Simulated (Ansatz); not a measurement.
# BCl2H2N: the cost of one run

Program: Ansatz 0.2.0, Gaussian basis. Level of theory: PBE0-D4/def2-TZVP structures, single points in def2-TZVPP, no counterpoise correction. These are calculated values, not measurements.

Levels: SPW92, PBE-D4, BLYP-D4, r2SCAN-D4, B97M-V, PBE0-D4, B3LYP-D4, r2SCAN0-D4, BHLYP-D4, CAM-B3LYP-D4, wB97X-V, wB97M-V, B2PLYP, PBE-QIDH, RPA on PBE, Hartree-Fock, MP2, CCSD, CCSD(T).

Cores are frozen in the correlated methods. B3LYP uses VWN-RPA correlation. B2PLYP carries no dispersion term here.

94 further runs of the same task are left out: 94 set aside as unsound or not needed.

**1. Starting geometry**

The complex: 8 atoms, charge 0, spin multiplicity 1.

Atoms are counted from 1 here; the program's logs count them from 0.

Bond lengths: B1–Cl3 1.754 Å, B1–Cl4 1.754 Å, B1–N6 1.397 Å, Cl2–H5 1.293 Å, N6–H7 1.007 Å, N6–H8 1.007 Å. Angles: Cl3–B1–Cl4 120.2°, Cl3–B1–N6 119.9°, Cl4–B1–N6 119.9°, B1–N6–H7 121.4°, B1–N6–H8 121.4°, H7–N6–H8 114.7°.

As a file:

```
atom     x (Å)     y (Å)     z (Å)
  B1  -0.52011   0.15302  -0.97773
 Cl2   2.38210   0.35346   1.65106
 Cl3   0.12020  -0.83953  -2.27374
 Cl4  -0.96243   1.82252  -1.28091
  H5   1.26278   0.12319   1.04696
  N6  -0.64351  -0.37700   0.30884
  H7  -0.51752  -1.36049   0.48575
  H8  -1.12160   0.12473   1.03967
```

Its parts: BCl2H2N holds atoms 1, 3, 4, 6, 7, 8; HCl holds atoms 2, 5. Each part counts its atoms afresh in its own runs.

**2. Relaxing BCl2H2N alone**

relax-a/in.yaml reads:

```yaml
crystal:
  periodic: [false, false, false]
  atoms:
    - {symbol: B, position_ang: [-0.520112, 0.153020, -0.977732]}
    - {symbol: Cl, position_ang: [0.120199, -0.839527, -2.273741]}
    - {symbol: Cl, position_ang: [-0.962431, 1.822516, -1.280912]}
    - {symbol: N, position_ang: [-0.643512, -0.377000, 0.308835]}
    - {symbol: H, position_ang: [-0.517517, -1.360491, 0.485753]}
    - {symbol: H, position_ang: [-1.121605, 0.124728, 1.039673]}
basis:
  gaussian: {orbitals: def2-TZVP}
hamiltonian: {xc: pbe0, dispersion: d4}
relax: {f_tol: 0.005, max_steps: 200}
```

Run with:

```
$ ansatz run in.yaml --threads 4 --pin off --events-out ev --progress --plain --max-ram 9574MiB
```

**Question.** How long does this run take on 4 threads of Arm Neoverse V1, shared host?

About 11 s.
